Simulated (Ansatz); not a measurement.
**CH7BGe: a ladder of functionals and wavefunction methods**

The task here is to estimate one member of a computed series from the others.

Method: functionals in def2-TZVPP, the program's frozen cores in correlated methods; program: Ansatz 0.2.0, Gaussian basis.

The runs, in order: LDA (SPW92), PBE-D4, revPBE-D4, BLYP-D4, r2SCAN-D4, B97M-V, PBE0-D4, B3LYP-D4, r2SCANh-D4, r2SCAN0-D4, HSE06-D4, BHLYP-D4, CAM-B3LYP-D4, LC-ωPBE, ωB97X-V, ωB97M-V, B2PLYP, PBE-QIDH; CCSD(T)/def2-SVP; CCSD(T)/def2-TZVPP; MP2/def2-QZVPP; extrapolation to the limit; RPA on PBE.

## The relaxed structure

All runs share one geometry, relaxed beforehand with PBE0-D4 in a triple-zeta def2 set.

SMILES `B[CH2][GeH3]`, 10 atoms, charge 0, spin multiplicity 1.

Atoms are counted from 1 here; the program's logs count them from 0.

Bond lengths: B1–C2 1.526 Å, B1–H4 1.199 Å, B1–H5 1.199 Å, C2–Ge3 1.994 Å, C2–H6 1.092 Å, C2–H7 1.092 Å, Ge3–H8 1.536 Å, Ge3–H9 1.536 Å, Ge3–H10 1.537 Å. Angles: C2–B1–H4 120.6°, C2–B1–H5 120.6°, H4–B1–H5 118.6°, B1–C2–Ge3 102.4°, B1–C2–H6 116.7°, B1–C2–H7 116.7°, Ge3–C2–H6 104.1°, Ge3–C2–H7 103.8°, H6–C2–H7 111.1°, C2–Ge3–H8 110.6°, C2–Ge3–H9 110.9°, C2–Ge3–H10 107.1°, H8–Ge3–H9 109.5°, H8–Ge3–H10 109.5°, H9–Ge3–H10 109.3°.

The first run:

in.yaml

```yaml
crystal:
  periodic: [false, false, false]
  atoms:
    - {symbol: B, position_ang: [-0.924239, 0.052751, -1.201551]}
    - {symbol: C, position_ang: [0.528976, 0.032253, -0.736664]}
    - {symbol: Ge, position_ang: [0.342754, -0.065913, 1.245956]}
    - {symbol: H, position_ang: [-1.520836, -0.970930, -1.383452]}
    - {symbol: H, position_ang: [-1.516828, 1.089408, -1.305211]}
    - {symbol: H, position_ang: [1.109597, 0.941420, -0.903626]}
    - {symbol: H, position_ang: [1.110950, -0.856891, -0.987083]}
    - {symbol: H, position_ang: [-0.346190, -1.374739, 1.659480]}
    - {symbol: H, position_ang: [-0.462760, 1.127825, 1.780463]}
    - {symbol: H, position_ang: [1.761577, -0.026286, 1.834590]}
basis:
  gaussian: {orbitals: def2-TZVPP}
hamiltonian: {xc: lda}
output: {orbitals: {seedname: orbitals}}
```

Command:

```sh
$ ansatz run in.yaml --threads 2 --pin off --events-out ev --progress --plain --max-ram 4352MiB
```

Among the steps run: LDA; PBE-D4 (GGA); revPBE-D4 (GGA); BLYP-D4 (GGA); r2SCAN-D4 (meta-GGA); B97M-V (meta-GGA); PBE0-D4 (hybrid); B3LYP-D4 (hybrid); r2SCANh-D4 (hybrid); r2SCAN0-D4 (hybrid); HSE06-D4 (hybrid); BHLYP-D4 (hybrid); CAM-B3LYP-D4 (range-separated); LC-ωPBE (range-separated); ωB97X-V (range-separated); ωB97M-V (range-separated); B2PLYP (double hybrid); PBE-QIDH (double hybrid).

One table of the session follows, with a row left open; its other results are not shown here.

It belongs to the step «Frontier levels by functional». 

| functional | HOMO (eV) | gap (eV) |
| --- | --- | --- |
| LDA (SPW92) | -7.55 | 5.07 |
| PBE-D4 | -7.58 | 5.36 |
| revPBE-D4 | -7.54 | 5.43 |
| BLYP-D4 | -7.45 | 5.37 |
| r2SCAN-D4 | -7.86 | 6.00 |
| B97M-V | -7.96 | 5.97 |
| PBE0-D4 | -8.80 | 7.54 |
| B3LYP-D4 | -8.57 | 7.09 |
| r2SCANh-D4 | -8.31 | 6.77 |
| r2SCAN0-D4 | -8.98 | 7.92 |
| HSE06-D4 | -8.40 | 6.76 |
| BHLYP-D4 | -9.86 | 9.60 |
| CAM-B3LYP-D4 | -10.12 | 9.91 |
| LC-ωPBE | -11.49 | 12.46 |
| ωB97X-V | ? | ? |
| ωB97M-V | -10.99 | 11.60 |

Q: Estimate the row for ωB97X-V from the others.

The run gave: HOMO (eV): -11.12; gap (eV): 11.98. In the column «HOMO (eV)» it lies between LC-ωPBE (-11.49) and ωB97M-V (-10.99).
